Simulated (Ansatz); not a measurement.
# GeH₃O radical: basis-set convergence

Aim: see how fast density functionals converge with the basis set for GeH₃O radical.

The runs use Ansatz 0.2.0, Gaussian basis; one geometry, several basis sets.

Plan: PBE0-D4/def2-SVP; ωB97M-V/def2-SVP; PBE0-D4/def2-QZVPP; ωB97M-V/def2-QZVPP; the functionals' def2-TZVPP values are taken from earlier runs.

## Step 1: Structure used throughout

An earlier PBE0-D4 in a triple-zeta def2 set relaxation fixed the geometry.

5 atoms, charge 0, spin multiplicity 2.

Atoms are counted from 1 here; the program's logs count them from 0.

Bond lengths: O1–Ge2 1.786 Å, O1–H3 0.960 Å, Ge2–H4 1.546 Å, Ge2–H5 1.557 Å. Angles: Ge2–O1–H3 112.6°, O1–Ge2–H4 103.8°, O1–Ge2–H5 108.9°, H4–Ge2–H5 111.8°.

## Step 2: PBE0-D4 in def2-SVP

File in.yaml:

```yaml
crystal:
  periodic: [false, false, false]
  atoms:
    - {symbol: O, position_ang: [0.355499, -1.075807, 0.460653]}
    - {symbol: Ge, position_ang: [-0.520075, 0.416106, 0.017705]}
    - {symbol: H, position_ang: [1.097433, -0.907626, 1.046517]}
    - {symbol: H, position_ang: [-1.396822, -0.014383, -1.180339]}
    - {symbol: H, position_ang: [0.513865, 1.508010, -0.385936]}
basis:
  gaussian: {orbitals: def2-SVP}
magnetization: {spin_polarized: true, initial_magnetization: 1}
hamiltonian: {xc: pbe0, dispersion: d4}
output: {orbitals: {seedname: orbitals}}
```

The runs that follow: ωB97M-V in def2-SVP; PBE0-D4 in def2-QZVPP; ωB97M-V in def2-QZVPP.

Q: Predict the results of all the runs planned. Wanted: PBE0-D4: double and triple zeta above quadruple; ωB97M-V: double and triple zeta above quadruple.

The runs gave:

| quantity | value |
| --- | --- |
| PBE0-D4: double and triple zeta above quadruple | 11.22, 1.37 eV |
| ωB97M-V: double and triple zeta above quadruple | 11.24, 1.33 eV |

What this shows: PBE0-D4 gains 9.86 eV from double to triple zeta, then 1.37 eV more. These are total energies; as a rule much of such shifts cancels in differences, which this series doesn't test.
